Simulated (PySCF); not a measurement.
The system is NGaF2H2, in a box.

```xyz
6
Lattice="12.0000 0.0000 0.0000 0.0000 13.0000 0.0000 0.0000 0.0000 11.0000" Properties=species:S:1:pos:R:3 pbc="T T T"
N     5.4727    7.6662    5.2442
Ga    6.0544    5.9871    5.4588
F     7.4552    5.6009    6.4146
F     5.3149    4.6347    4.6535
H     5.7953    8.4073    5.8426
H     4.5707    7.8545    4.8415
```

Program: PySCF 2.14.0. Alike in all runs: task atomic charges; potentials or basis 6-31g* (all-electron); no spin polarisation; cell as given; k mesh 1 × 1 × 1; smearing fixed.

Order these runs on this cell by their band gap on the k mesh, lowest first.
A. level M06+D4; three-body dispersion term yes; exxdiv ewald
B. level M06-L+D3; three-body dispersion term no
C. level LDA
D. level r2SCAN50+D3(BJ); three-body dispersion term no; exxdiv ewald

C (4.44 eV), B (5.13 eV), A (6.74 eV), D (9.67 eV).

Caveats: this is a molecule in a periodic box at the Γ point, so its band gap is the HOMO-LUMO gap; relativity is left out, which matters for the heavier elements; the basis of atomic orbitals isn't converged, which shifts pressures, moduli and gaps.

Runs at the PBE level aren't shown here.
